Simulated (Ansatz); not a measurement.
# Cl₂H₆N₂OSi₂: up Jacob's ladder to CCSD(T)

Aim: compute Cl₂H₆N₂OSi₂ with functionals from several rungs and with coupled cluster, and see how far each lands from CCSD(T) at the basis-set limit for the atomisation energy.

Computed with Ansatz 0.2.0, Gaussian basis. Level: functionals in def2-TZVPP, the program's frozen cores in correlated methods.

The runs, in order: PBE-D4, r2SCAN-D4, PBE0-D4, B3LYP-D4, ωB97X-V, ωB97M-V, B2PLYP; CCSD(T)/def2-TZVPP; MP2/def2-QZVPP; extrapolation to the limit.

## (1) The geometry

An earlier PBE0-D4 in a triple-zeta def2 set relaxation fixed the geometry.

13 atoms, charge 0, spin multiplicity 1.

Atoms are counted from 1 here; the program's logs count them from 0.

Bond lengths: N1–Si2 1.700 Å, N1–H8 1.007 Å, N1–H9 1.007 Å, Si2–O3 1.659 Å, Si2–H10 1.480 Å, Si2–H11 1.479 Å, O3–Si4 1.606 Å, Si4–N5 1.684 Å, Si4–Cl6 2.042 Å, Si4–Cl7 2.062 Å, N5–H12 1.007 Å, N5–H13 1.006 Å. Angles: Si2–N1–H8 121.0°, Si2–N1–H9 121.4°, H8–N1–H9 111.5°, N1–Si2–O3 115.2°, N1–Si2–H10 108.2°, N1–Si2–H11 108.6°, O3–Si2–H10 106.7°, O3–Si2–H11 105.3°, H10–Si2–H11 112.9°, Si2–O3–Si4 139.1°, O3–Si4–N5 109.1°, O3–Si4–Cl6 112.4°, O3–Si4–Cl7 107.5°, N5–Si4–Cl6 107.8°, N5–Si4–Cl7 114.5°, Cl6–Si4–Cl7 105.6°, Si4–N5–H12 120.2°, Si4–N5–H13 121.0° and more.

## (2) PBE-D4 (GGA)

File in.yaml:

```yaml
crystal:
  periodic: [false, false, false]
  atoms:
    - {symbol: N, position_ang: [-0.595443, 2.252493, -0.865021]}
    - {symbol: Si, position_ang: [-1.480097, 0.851275, -0.486111]}
    - {symbol: O, position_ang: [-0.567161, -0.495054, -0.159652]}
    - {symbol: Si, position_ang: [0.900162, -0.866306, 0.378679]}
    - {symbol: N, position_ang: [0.937052, -2.496998, 0.795850]}
    - {symbol: Cl, position_ang: [2.347695, -0.547878, -1.026112]}
    - {symbol: Cl, position_ang: [1.337293, 0.423727, 1.926537]}
    - {symbol: H, position_ang: [-0.124959, 2.778888, -0.146952]}
    - {symbol: H, position_ang: [-0.147045, 2.364598, -1.759342]}
    - {symbol: H, position_ang: [-2.282876, 1.124747, 0.726972]}
    - {symbol: H, position_ang: [-2.308739, 0.485453, -1.655048]}
    - {symbol: H, position_ang: [0.174284, -2.904973, 1.311164]}
    - {symbol: H, position_ang: [1.809824, -2.969961, 0.959044]}
basis:
  gaussian: {orbitals: def2-TZVPP}
hamiltonian: {xc: pbe, dispersion: d4}
output: {forces: true, orbitals: {seedname: orbitals}}
```

Launch:

```
ansatz run in.yaml --threads 2 --pin off --events-out ev --progress --plain --max-ram 22528MiB --backend cuda --devices 0, --max-vram 18GiB
```

After this run come: r2SCAN-D4 (meta-GGA); PBE0-D4 (hybrid); B3LYP-D4 (hybrid); ωB97X-V (range-separated); ωB97M-V (range-separated); B2PLYP (double hybrid); CCSD(T) in def2-TZVPP; MP2 in def2-QZVPP.

Before running them: what should the planned runs give, taken together? Wanted: atomisation energy, CCSD(T)/CBS; farthest; mean size of error, hybrid; mean size of error, range-separated; gap, smallest and largest; T1 diagnostic; triples share of the correlation energy.

**Answer**, as computed:

| quantity | value |
| --- | --- |
| atomisation energy, CCSD(T)/CBS | 49.415 eV |
| functionals within 0.247 eV (0.5 %) | r2SCAN-D4, ωB97X-V, ωB97M-V |
| farthest | B2PLYP (-0.899 eV) |
| mean size of error, hybrid | 0.426 eV |
| mean size of error, range-separated | 0.176 eV |
| gap, smallest and largest | 6.13 eV (PBE-D4), 12.93 eV (ωB97X-V) |
| T1 diagnostic | 0.0101 |
| triples share of the correlation energy | 3.8 % |

PBE-D4 is off by +0.287 eV. Double hybrids carry the basis error of their MP2 part in triple zeta, and no dispersion term here, so their miss is partly the set-up's. Misses under about 0.247 eV are within the doubt on the reference itself, which lacks core-valence correlation, relativity and higher excitations. Hartree-Fock recovers 71 % of the binding; the rest is correlation. Orbital gaps span 6.1 to 12.9 eV; exact exchange widens them.
